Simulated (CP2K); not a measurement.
**GFN1-xTB run of CH4BFO2 (SMILES COB(O)F)**

Aim: the vertical ionisation energy of CH4BFO2 at GFN1-xTB, from 2 runs. 

Program for the calculation: CP2K 2026.2.

3 further runs of the same task are left out: 1 that didn't finish, 2 set aside as unsound or not needed.

**1. The system as given**

CH4BFO2: 9 atoms, total charge 0, spin state singlet. As SMILES, `COB(O)F`. Geometry: relaxed at PBE0-D4/def2-TZVP. This is one conformer, not always the lowest.

Bond lengths: C1–O2 1.414 Å, O2–B3 1.344 Å, B3–O4 1.361 Å, B3–F5 1.336 Å, C1–H6 1.092 Å, C1–H7 1.091 Å, C1–H8 1.092 Å, O4–H9 0.959 Å. Some angles: C1–O2–B3 122.2°, O2–B3–O4 122.7°, O2–B3–F5 117.4°, O4–B3–F5 119.9°, O2–C1–H6 108.8°, O2–C1–H7 111.8°, O2–C1–H8 108.7°, B3–O4–H9 112.6°, H6–C1–H7 109.3°, H6–C1–H8 108.7°.

**2. The energy at GFN1-xTB**

Input file run.inp:

```
&FORCE_EVAL
   METHOD QUICKSTEP
   &DFT
      CHARGE 0
      MULTIPLICITY 1
      &QS
         METHOD XTB
         EPS_DEFAULT 1.0E-10
         &XTB
            GFN_TYPE 1
            CHECK_ATOMIC_CHARGES F
         &END XTB
      &END QS
      &POISSON
         PERIODIC NONE
         POISSON_SOLVER ANALYTIC
      &END POISSON
      &SCF
         SCF_GUESS ATOMIC
         EPS_SCF 1.0E-07
         MAX_SCF 80
         ADDED_MOS 8
         &DIAGONALIZATION
            ALGORITHM STANDARD
         &END DIAGONALIZATION
         &MIXING
            METHOD BROYDEN_MIXING
            ALPHA 0.2
            NBUFFER 8
         &END MIXING
         &SMEAR ON
            METHOD FERMI_DIRAC
            ELECTRONIC_TEMPERATURE [K] 300
         &END SMEAR
      &END SCF
      &PRINT
         &MOMENTS
            PERIODIC F
            REFERENCE COM
            MAX_MOMENT 1
         &END MOMENTS
         &MO ON
            ENERGIES T
            OCCUPATION_NUMBERS T
            NDIGITS 6
            &EACH
               QS_SCF 0
            &END EACH
            ADD_LAST NUMERIC
         &END MO
         &HIRSHFELD OFF
         &END HIRSHFELD
      &END PRINT
   &END DFT
   &SUBSYS
      &CELL
         ABC [angstrom] 13.3 13 14
         PERIODIC NONE
      &END CELL
      &COORD
         UNIT bohr
         C     -1.2269992     0.9284224    -2.0520536
         O     -0.9202966     1.3031551     0.5756106
         B      0.6054683    -0.1608157     1.9832676
         O      1.9660711    -2.1057218     0.9915393
         F      0.7587250     0.3547016     4.4508719
         H     -3.2153690     0.5389499    -2.4403923
         H     -0.0769119    -0.6381605    -2.7423706
         H     -0.6861596     2.6588447    -3.0360340
         H      2.9625236    -2.9670590     2.2374357
      &END COORD
      &TOPOLOGY
         &CENTER_COORDINATES
         &END CENTER_COORDINATES
      &END TOPOLOGY
   &END SUBSYS
&END FORCE_EVAL

&GLOBAL
   PROJECT_NAME run
   RUN_TYPE ENERGY
   PRINT_LEVEL MEDIUM
&END GLOBAL
```

Run with:

```console
$ OMP_NUM_THREADS=1 cp2k.psmp -i run.inp -o run.out
```

The log of the run:

```text
CP2K| version string:                                       CP2K version 2026.2
[...]
 GLOBAL| Method name                                                        CP2K
[...]
 GLOBAL| Run type                                                         ENERGY
[...]
                             - Atoms:                                          9
[...]
                             - Spherical basis functions:                     28
[...]
 Number of electrons:                                                         30
[...]
     1 NoMix/Diag. 0.20E+00    0.0     1.01660587       -20.0781476865 -2.01E+01
[...]
    48 Broy./Diag. 0.20E+00    0.0     0.00000008       -20.3593276902 -1.99E-07
  *** SCF run converged in    48 steps ***
[...]
  Fermi energy:                                                -0.18712916234952
[...]
 TB_DIPOLE| Moment [Debye]          0.55828775      -1.15629041      -1.66842326
 TB_DIPOLE| Derivative [a.u.]       0.00000000       0.00000000       0.00000000
[...]
 ENERGY| Total FORCE_EVAL ( QS ) energy [hartree]            -20.359327690235617
[...]
```

It took 2.5 s on 1 thread of Intel Xeon at 2.50GHz (Skylake/Cascade Lake), shared host; peak memory 0.2 GiB.

**3. The doublet cation, same level**

Input file run.inp:

```
&global
 project_name run
 run_type ENERGY
 print_level MEDIUM
&end global

&force_eval
 method Quickstep
 &dft
  charge 1
  multiplicity 2
  uks T
  &qs
   method XTB
   eps_default 1.0E-10
   &xtb
    gfn_type 1
    check_atomic_charges F
   &end xtb
  &end qs
  &poisson
   periodic NONE
   poisson_solver ANALYTIC
  &end poisson
  &scf
   scf_guess ATOMIC
   eps_scf 1.0E-07
   max_scf 40
   &ot
    minimizer CG
    preconditioner FULL_SINGLE_INVERSE
   &end ot
   &outer_scf
    eps_scf 1.0E-07
    max_scf 10
   &end outer_scf
  &end scf
  &print
   &moments
    periodic F
    reference COM
    max_moment 1
   &end moments
   &mo_cubes
    nlumo 3
    nhomo -1
    write_cube F
   &end mo_cubes
   &hirshfeld OFF
   &end hirshfeld
  &end print
 &end dft
 &subsys
  &cell
   abc 13.3 13 14
   periodic NONE
  &end cell
  &coord
   UNIT bohr
   C     -1.2269992     0.9284224    -2.0520536
   O     -0.9202966     1.3031551     0.5756106
   B      0.6054683    -0.1608157     1.9832676
   O      1.9660711    -2.1057218     0.9915393
   F      0.7587250     0.3547016     4.4508719
   H     -3.2153690     0.5389499    -2.4403923
   H     -0.0769119    -0.6381605    -2.7423706
   H     -0.6861596     2.6588447    -3.0360340
   H      2.9625236    -2.9670590     2.2374357
  &end coord
  &topology
   &center_coordinates
   &end center_coordinates
  &end topology
 &end subsys
&end force_eval
```

Run with:

```console
$ OMP_NUM_THREADS=1 cp2k.psmp -i run.inp -o run.out
```

The log of the run:

```text
CP2K| version string:                                       CP2K version 2026.2
[...]
 GLOBAL| Method name                                                        CP2K
[...]
 GLOBAL| Run type                                                         ENERGY
[...]
                             - Atoms:                                          9
[...]
                             - Spherical basis functions:                     28
[...]
 Number of electrons:                                                         15
[...]
     1 OT CG       0.80E-01    0.1     0.09527492       -19.3739558028 -1.94E+01
[...]
    25 OT CG       0.50E+00    0.0     0.00000008       -19.7426910072 -2.18E-12
  *** SCF run converged in    25 steps ***
[...]
 TB_DIPOLE| Moment [Debye]         -1.28146635      -0.25688479      -5.45465725
 TB_DIPOLE| Derivative [a.u.]       0.00000000       0.00000000       0.00000000
[...]
 ENERGY| Total FORCE_EVAL ( QS ) energy [hartree]            -19.742691007242684
[...]
```

Wall time 6 s (1 thread of Intel Xeon at 2.50GHz (Skylake/Cascade Lake), shared host); peak memory 0.2 GiB.

**4. Outcome**

At GFN1-xTB:

| quantity | value |
| --- | --- |
| singlet CH4BFO2: total energy | -20.35933 Eh |
| singlet CH4BFO2: dipole moment (from atomic charges alone) | 2.11 D |
| singlet CH4BFO2: HOMO energy | -13.09 eV |
| singlet CH4BFO2: LUMO energy | -4.20 eV |
| singlet CH4BFO2: HOMO–LUMO gap | 8.89 eV |
| singlet CH4BFO2: dispersion energy | -5.12 kJ/mol |
| doublet cation: total energy | -19.74269 Eh |
| doublet cation: HOMO energy (highest over α and β) | -20.33 eV |
| doublet cation: dispersion energy | -5.12 kJ/mol |
| vertical ionisation energy (to the doublet cation) | 16.780 eV |

In words: Removing an electron at fixed nuclei costs 16.78 eV (387 kcal/mol). xTB total energies overstate such differences by several eV unless an empirical shift is taken off; none is applied here. The dipole (singlet CH4BFO2) comes from point charges on the atoms alone, without atomic dipoles, so it is partial.
